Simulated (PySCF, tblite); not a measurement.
# C2H7F4PSi2: geometry, infrared bands and NMR shifts

Aim: predict the infrared bands and NMR shifts of C2H7F4PSi2 (`F[Si@@H](CC(F)(F)F)[SiH2]P`).

Computed with tblite 0.8.0 and PySCF 2.14.0, with density-fitted response routines of our own, on a single molecule in the gas phase. Atoms are numbered from 0 throughout.

## 1. The starting structure

16 atoms, charge 0, multiplicity 1; geometry from: force field or distance geometry start.

Bonds of the start (Å): F0–Si1 1.70, Si1–C2 1.84, C2–C3 1.52, C3–F4 1.41, C3–F5 1.37, C3–F6 1.38, Si1–Si7 2.22, Si7–P8 2.18, Si1–H9 1.49, C2–H10 1.09, C2–H11 1.13, Si7–H12 1.49, Si7–H13 1.47, P8–H14 1.47, P8–H15 1.45.

## 2. Optimising the geometry with GFN2-xTB

What the job is given:

```
{"job": {"kind": "relax", "xc": "GFN2-xTB", "basis": "xTB"}, "charge": 0, "multiplicity": 1}
F     -0.783300    -0.703200     1.986800
Si    -0.203000    -1.149400     0.452400
C     -1.244400    -0.456100    -0.896400
C     -2.154500     0.607900    -0.313500
F     -2.977500     0.051100     0.691600
F     -1.385000     1.570000     0.295500
F     -3.006100     1.112700    -1.278700
Si     1.932500    -0.541000     0.366100
P      2.183000     1.500800    -0.361000
H     -0.264200    -2.640500     0.442200
H     -0.585100    -0.063500    -1.671400
H     -1.933200    -1.273800    -1.266600
H      2.446900    -0.609300     1.764400
H      2.695800    -1.531900    -0.407300
H      1.671000     2.388200     0.693900
H      3.599600     1.747000    -0.509400
```

Run with:

```sh
$ OMP_NUM_THREADS=1 python probes_run.py task.json out
```

One launch serves the whole session: the jobs run in the order shown.

**Question.** This job is followed by: GFN2-xTB harmonic vibrations, gas phase; GIAO PBE0/pcSseg-1 NMR shielding, non-relativistic, gas phase. What will the session give for the following? strongest single infrared mode (GFN2-xTB); zero-point energy (GFN2-xTB); 13C shifts against TMS (PBE0/pcSseg-1); 1H shifts against TMS (PBE0/pcSseg-1, means over atoms taken as alike); 19F shifts against CFCl3 (PBE0/pcSseg-1, means over atoms taken as alike); 29Si shifts against TMS (PBE0/pcSseg-1); 31P shifts against H3PO4 (PBE0/pcSseg-1).

**Answer**, as computed:

| quantity | value |
| --- | --- |
| strongest single infrared mode (GFN2-xTB) | 592 cm⁻¹, 447 km/mol |
| zero-point energy (GFN2-xTB) | 54.0 kcal/mol |
| 13C shifts against TMS (PBE0/pcSseg-1) | 137.8, 30.9 ppm |
| 1H shifts against TMS (PBE0/pcSseg-1, means over atoms taken as alike) | 5.68, 4.65, 4.12, 2.26, 1.57, 1.18 ppm |
| 19F shifts against CFCl3 (PBE0/pcSseg-1, means over atoms taken as alike) | -71.4, -220.7 ppm |
| 29Si shifts against TMS (PBE0/pcSseg-1) | 26.5, -88.7 ppm |
| 31P shifts against H3PO4 (PBE0/pcSseg-1) | -317.3 ppm |

What this shows: Relaxing lowered the energy by 1.221 eV in 230 steps; the close pair that moved most is Si1–Si7, from 2.222 to 2.319 Å. All 42 modes are real, so the xTB geometry is a minimum. The strongest single mode, at 592 cm⁻¹, has its largest shares on H13, H9 and H12 (the list is cut at 3 atoms). Unscaled tight-binding wavenumbers are off by several per cent, some by more. Its intensities can rank the bands wrongly. At PBE0/pcSseg-1: The largest span, 182 ppm, is at F4, F5, F6, where the paramagnetic term is -233 ppm.
